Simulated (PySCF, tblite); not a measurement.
# C₅H₁₂OSSi₂: geometry, infrared bands and NMR shifts

What infrared bands and NMR shifts should C₅H₁₂OSSi₂ (`C[SiH2]CC#C[Si@@H](O)SC`) show?

The runs use tblite 0.8.0 and PySCF 2.14.0, with density-fitted response routines of our own; the level of theory stands in each step. All values are computed, except where a source is named. Atoms are numbered from 0 throughout.

## (1) Starting geometry

21 atoms, charge 0, multiplicity 1; geometry from: force field or distance geometry start.

Bonds of the start (Å): C0–Si1 1.85, Si1–C2 1.89, C2–C3 1.46, C3–C4 1.20, C4–Si5 1.86, Si5–O6 1.65, Si5–S7 2.14, S7–C8 1.80, C0–H9 1.08, C0–H10 1.10, C0–H11 1.10, Si1–H12 1.49, Si1–H13 1.49, C2–H14 1.10, C2–H15 1.11, Si5–H16 1.49, O6–H17 0.97, C8–H18 1.09, C8–H19 1.10, C8–H20 1.10.

## (2) Relaxing the molecule with GFN2-xTB

The job: settings as JSON, then the geometry in Å.

```
{"job": {"kind": "relax", "xc": "GFN2-xTB", "basis": "xTB"}, "charge": 0, "multiplicity": 1}
C     -2.120600     1.318200    -1.328000
Si    -2.511100     1.144200     0.467700
C     -2.114600    -0.586300     1.106900
C     -0.720000    -0.976100     0.916300
C      0.426000    -1.312900     0.779600
Si     2.207100    -1.788000     0.503400
O      2.394600    -3.352100     0.001900
S      2.962000    -0.587600    -1.104800
C      2.816300     1.088500    -0.473400
H     -1.070100     1.156600    -1.523600
H     -2.700700     0.598500    -1.924300
H     -2.389100     2.320900    -1.679900
H     -3.950700     1.434400     0.716000
H     -1.725000     2.147400     1.244200
H     -2.775000    -1.290100     0.587500
H     -2.385600    -0.636000     2.179100
H      3.037400    -1.533900     1.712300
H      2.250400    -3.489800    -0.944600
H      3.200000     1.792800    -1.215000
H      3.397200     1.214500     0.450500
H      1.762600     1.353800    -0.275600
```

Launch:

```
$ OMP_NUM_THREADS=1 python probes_run.py task.json out
```

This one command runs all jobs of the session in turn.

**Question.** This job is followed by: GFN2-xTB harmonic vibrations, gas phase; GIAO PBE0/pcSseg-1 NMR shielding, non-relativistic, gas phase. Predict these results of the whole session: strongest single infrared mode (GFN2-xTB); zero-point energy (GFN2-xTB); 13C shifts against TMS (PBE0/pcSseg-1); 1H shifts against TMS (PBE0/pcSseg-1, means over atoms taken as alike); 29Si shifts against TMS (PBE0/pcSseg-1); 17O shifts against H2O (PBE0/pcSseg-1); 33S shifts against CS2 (PBE0/pcSseg-1).

As calculated:

```
                                                              quantity                                               value
                             strongest single infrared mode (GFN2-xTB)                               2218 cm⁻¹, 472 km/mol
                                          zero-point energy (GFN2-xTB)                                       94.3 kcal/mol
                                13C shifts against TMS (PBE0/pcSseg-1)                    114.8, 86.7, 13.3, 4.8, -8.1 ppm
1H shifts against TMS (PBE0/pcSseg-1, means over atoms taken as alike)  5.24, 4.31, 4.20, 2.11, 1.91, 1.76, 1.74, 0.36 ppm
                               29Si shifts against TMS (PBE0/pcSseg-1)                                    -29.3, -40.0 ppm
                                17O shifts against H2O (PBE0/pcSseg-1)                                            36.5 ppm
                                33S shifts against CS2 (PBE0/pcSseg-1)                                            -165 ppm
```

What this shows: The optimisation took 106 steps and gained 0.199 eV; among the close pairs (by a distance rule), C0–Si1 changed most, from 1.846 to 1.895 Å. All 57 modes are real, so the xTB geometry is a minimum. The strongest single mode, at 2218 cm⁻¹, moves mainly H13 and H12. GFN2-xTB is a fitted tight-binding method: band positions and strengths are rough. Its intensities can rank the bands wrongly. At PBE0/pcSseg-1: The largest span, 284 ppm, is at C3, where the paramagnetic term is -201 ppm.
